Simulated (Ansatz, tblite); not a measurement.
# GeH2MeBr (CH5BrGe): spin states and exact exchange

Aim: set other spin states of GeH2MeBr (CH5BrGe) against its singlet, on many levels of theory.

Computed with Ansatz 0.2.0, Gaussian basis. Level: as each input shows.

Plan: triplet, at the geometry of the singlet (GFN1-xTB, GFN2-xTB, PBE0-D4/def2-TZVP, PBE-D4/def2-TZVP, r2SCAN-D4/def2-TZVP); the singlet's energies come from earlier runs.

### 1 The structure

The singlet was relaxed beforehand with PBE0-D4/def2-SVP.

8 atoms, charge 0, spin multiplicity 1.

Bond lengths: Ge1–H2 1.538 Å, Ge1–H3 1.538 Å, Ge1–C4 1.941 Å, Ge1–Br8 2.322 Å, C4–H5 1.101 Å, C4–H6 1.099 Å, C4–H7 1.099 Å. Angles: H2–Ge1–H3 110.7°, H2–Ge1–C4 112.5°, H2–Ge1–Br8 106.5°, H3–Ge1–C4 112.5°, H3–Ge1–Br8 106.4°, C4–Ge1–Br8 107.9°, Ge1–C4–H5 109.9°, Ge1–C4–H6 109.9°, Ge1–C4–H7 110.0°, H5–C4–H6 109.0°, H5–C4–H7 109.0°, H6–C4–H7 108.9°.

### 2 Triplet at the fixed geometry, GFN1-xTB

Tight binding, by tblite at 300 K electronic temperature and without a spin-polarisation term:

```python
tblite.interface.Calculator('GFN1-xTB', numbers, positions, charge=0, uhf=2).singlepoint()
```

Energy -276.8719 eV; 0.004 s.

### 3 Triplet at the fixed geometry, GFN2-xTB

Tight binding, by tblite at 300 K electronic temperature and without a spin-polarisation term:

```python
tblite.interface.Calculator('GFN2-xTB', numbers, positions, charge=0, uhf=2).singlepoint()
```

Energy -285.6470 eV; 0.004 s.

### 4 Triplet at the fixed geometry, PBE0-D4/def2-TZVP

The input, in.yaml:

```yaml
crystal:
  periodic: [false, false, false]
  atoms:
    - {symbol: Ge, position_ang: [0.497749, -0.634159, 0.358721]}
    - {symbol: H, position_ang: [0.471846, -0.714721, 1.894003]}
    - {symbol: H, position_ang: [1.940180, -0.728282, -0.165402]}
    - {symbol: C, position_ang: [-0.439948, 0.924150, -0.319358]}
    - {symbol: H, position_ang: [0.034858, 1.842075, 0.059758]}
    - {symbol: H, position_ang: [-1.488788, 0.902119, 0.007914]}
    - {symbol: H, position_ang: [-0.409877, 0.932526, -1.417824]}
    - {symbol: Br, position_ang: [-0.606031, -2.523720, -0.417804]}
basis:
  gaussian: {orbitals: def2-TZVP}
magnetization: {spin_polarized: true, initial_magnetization: 2}
hamiltonian: {xc: pbe0, dispersion: d4}
scf: {omitted_lower_state_checks: [starts]}
output: {orbitals: {seedname: orbitals}}
```

The run is started by

```sh
$ ansatz run in.yaml --threads 4 --pin off --events-out ev --progress --plain --max-ram 3916MiB
```

Log:

```text
Functional definition: PBE0
  name "PBE0"
  cite "Adamo & Barone, J. Chem. Phys. 110, 6158 (1999) doi:10.1063/1.478522"
  cite "Perdew, Burke & Ernzerhof, Phys. Rev. Lett. 77, 3865 (1996) doi:10.1103/PhysRevLett.77.3865"
  parent pbe
  parameter a = 0.25
  parameter kappa = 0.804
  parameter beta = 0.06672455060314922
  exchange = (1 - a)*pbe_x(kappa = kappa, mu = beta*pi^2/3) + a*exact_x
  correlation = pbe_c(beta = beta)
these checks for a lower state are left out or cut short: starts
1214 factors; their error is unknown
mean field evaluation 1: about -127654.8045 eV, gradient 3.8e1 eV
mean field evaluation 2: about -127640.8934 eV, gradient 5.6e1 eV
mean field evaluation 4: about -127661.4277 eV, gradient 5.6e0 eV
mean field evaluation 8: about -127661.5660 eV, gradient 1.8e-1 eV
mean field evaluation 16: about -127662.2673 eV, gradient 2.6e-3 eV
mean field evaluation 32: about -127662.2673 eV, gradient 1.5e-2 eV
mean field evaluation 64: about -127662.2674 eV, gradient 1.0e-4 eV
mean field -127662.26740998 eV, -4691.5017947240 hartree, gradient 1.7e-6 eV, S^2 2.004920; 2 other end points of the search recorded, 0 dependent functions left out
reference -127662.26743948 eV, -4691.5017958081 hartree; 40, 38 occupied and 117, 119 virtual orbitals, 1214 factors
Total energy: -127662.39635297 eV, -4691.5065332916 hartree
Checks for a lower state left out: starts
```

Run time: 31 s. Hardware: 4 threads of Arm Neoverse V2, shared host; peak memory 0.91 GiB.

HOMO -2.39 eV, LUMO -6.55 eV (over both spins; with the spin held, an empty level of the minority spin lies below the top filled one); ⟨S²⟩ 2.005 (pure: 2.00).

### 5 Triplet at the fixed geometry, PBE-D4/def2-TZVP

start.molden holds the orbitals of an earlier run on this state, given as this run's starting guess.

in.yaml, as its differences from that of step 4:

```diff
@@ -12,5 +12,5 @@
 basis:
-  gaussian: {orbitals: def2-TZVP}
+  gaussian: {orbitals: def2-TZVP, initial_orbitals: start.molden}
 magnetization: {spin_polarized: true, initial_magnetization: 2}
-hamiltonian: {xc: pbe0, dispersion: d4}
+hamiltonian: {xc: pbe, dispersion: d4}
 scf: {omitted_lower_state_checks: [starts]}
```

Same command.

Log:

```text
Functional definition: PBE
  name "PBE"
  cite "Perdew, Burke & Ernzerhof, Phys. Rev. Lett. 77, 3865 (1996) doi:10.1103/PhysRevLett.77.3865"
  parent pbe
  parameter kappa = 0.804
  parameter beta = 0.06672455060314922
  exchange = pbe_x(kappa = kappa, mu = beta*pi^2/3)
  correlation = pbe_c(beta = beta)
these checks for a lower state are left out or cut short: starts
1134 factors; their error is unknown
mean field evaluation 1: about -127658.2007 eV, gradient 8.5e0 eV
mean field evaluation 2: about -127658.3423 eV, gradient 2.8e-1 eV
mean field evaluation 4: about -127658.3513 eV, gradient 1.4e-2 eV
mean field evaluation 8: about -127658.3128 eV, gradient 1.2e-3 eV
mean field evaluation 16: about -127658.3128 eV, gradient 6.8e-5 eV
mean field -127658.31275442 eV, -4691.3564638128 hartree, gradient 1.8e-6 eV, S^2 2.002328; 0 other end points of the search recorded, 0 dependent functions left out
reference -127658.31279326 eV, -4691.3564652400 hartree; 40, 38 occupied and 117, 119 virtual orbitals, 1134 factors
Total energy: -127658.46458460 eV, -4691.3620434688 hartree
Checks for a lower state left out: starts
```

Run time: 4.5 s. Hardware: 4 threads of Arm Neoverse V2, shared host.

HOMO -1.56 eV, LUMO -7.22 eV (over both spins; with the spin held, an empty level of the minority spin lies below the top filled one); ⟨S²⟩ 2.002 (pure: 2.00).

### 6 Triplet at the fixed geometry, r2SCAN-D4/def2-TZVP

in.yaml, as its differences from that of step 5:

```diff
@@ -14,3 +14,3 @@
 magnetization: {spin_polarized: true, initial_magnetization: 2}
-hamiltonian: {xc: pbe, dispersion: d4}
+hamiltonian: {xc: r2scan, dispersion: d4}
 scf: {omitted_lower_state_checks: [starts]}
```

Same command.

Log, cut to the lines that bear on the results:

```text
Functional definition: r2SCAN
  name "r2SCAN"
  cite "Furness, Kaplan, Ning, Perdew & Sun, J. Phys. Chem. Lett. 11, 8208 (2020) doi:10.1021/acs.jpclett.0c02405"
  cite "Furness, Kaplan, Ning, Perdew & Sun, J. Phys. Chem. Lett. 11, 9248 (2020) doi:10.1021/acs.jpclett.0c03077"
  parent r2scan
[...]
1134 factors; their error is unknown
[...]
mean field -127677.62373343 eV, -4692.0661292017 hartree, gradient 9.5e-6 eV, S^2 2.006344; 0 other end points of the search recorded, 0 dependent functions left out
reference -127677.62374650 eV, -4692.0661296820 hartree; 40, 38 occupied and 117, 119 virtual orbitals, 1134 factors
Total energy: -127677.65876974 eV, -4692.0674167624 hartree
Checks for a lower state left out: starts
```

Wall time 12 s (4 threads of Arm Neoverse V2, shared host).

HOMO -1.72 eV, LUMO -7.21 eV (over both spins; with the spin held, an empty level of the minority spin lies below the top filled one); ⟨S²⟩ 2.006 (pure: 2.00).

### 7 Triplet less singlet, vertical

The singlet's energies are those of its earlier runs, whose logs aren't repeated here.

| level | triplet less singlet, vertical (kJ/mol) | time |
| --- | --- | --- |
| GFN1-xTB | +618.0 | 0.008 s |
| GFN2-xTB | +640.5 | 0.007 s |
| PBE-D4/def2-TZVP | +549.6 | 5.5 s |
| r2SCAN-D4/def2-TZVP | +571.0 | 14 s |
| PBE0-D4/def2-TZVP | +580.2 | 33 s |

Times add the two runs; a level without a time comes out of a correlated run. Tight binding without a spin term can't rank spin states.

### 8 Results

```
                                                quantity                                       value
triplet less singlet, vertical, functionals in def2-TZVP  +549.6 (PBE-D4) to +580.2 kJ/mol (PBE0-D4)
```

In words: All functionals put the triplet above the singlet, over a spread of 30.6 kJ/mol. The checks for a lower triplet were left out, so another state of that spin may lie lower. These are electronic energies, without zero-point motion, entropy or surroundings.
